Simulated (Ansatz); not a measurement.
## BeC in Ansatz: convergence with k mesh

Crystal: BeC.

```xyz
2
Lattice="1.1700 0.6755 3.8403 -1.1700 0.6755 3.8403 0.0000 -1.3510 3.8403" Properties=species:S:1:pos:R:3 pbc="T T T"
Be    0.0199   -0.0077    0.0058
C     0.0176    0.0113    5.8492
```

The cell was built by a generator and needn't be a form met in nature.

The cell isn't the ideal one: atoms moved at random, drawn with an rms of 0.05 Å.

| Property | Result |
| --- | --- |
| Program | Ansatz 0.2.0 |
| Task | convergence study |
| Functional | LDA |
| Potentials or basis | JTH PAW |
| Cutoff | 1080 eV (not typed: the program's choice for these potentials) |
| k mesh | 4 × 4 × 4 |
| Occupations | fermi-dirac, width 0.1 eV |
| Spin | no spin polarisation |

These are the settings of the first run; the series varies k mesh, with any setting tied to it.

Hardware: 2 threads of Arm Neoverse V2, on a shared host.

```csv
k mesh,"energy less the tightest run, at zero smearing (meV/atom)",pressure (GPa),largest force (eV/Å),SCF cycles,CPU time (s),peak memory (GiB)
4 × 4 × 4,177.75,-32.84,0.434,7,1.7,0.29
5 × 5 × 5,77.96,-27.45,0.291,7,3,0.32
6 × 6 × 6,61.47,-29.91,0.144,10,6.6,0.37
7 × 7 × 7,-34.37,-31.60,0.272,7,7.9,0.42
9 × 9 × 9,9.15,-32.35,0.310,7,16,0.57
12 × 12 × 12,-9.13,-31.65,0.279,7,37,0.97
15 × 15 × 15,1.21,-31.56,0.287,7,73,1.6
18 × 18 × 18,-5.74,-31.82,0.289,7,130,2.6
21 × 21 × 21,0.00,-31.47,0.282,7,200,4
```

Not settled before the last step: the energy (to 1 meV/atom), the pressure (to 0.1 GPa), the largest force (to 0.005 eV/Å). Meshes of other sizes hit other points, so gaps and Fermi surfaces needn't settle smoothly. The tightest run that finished is the yardstick and may itself not be fully converged.
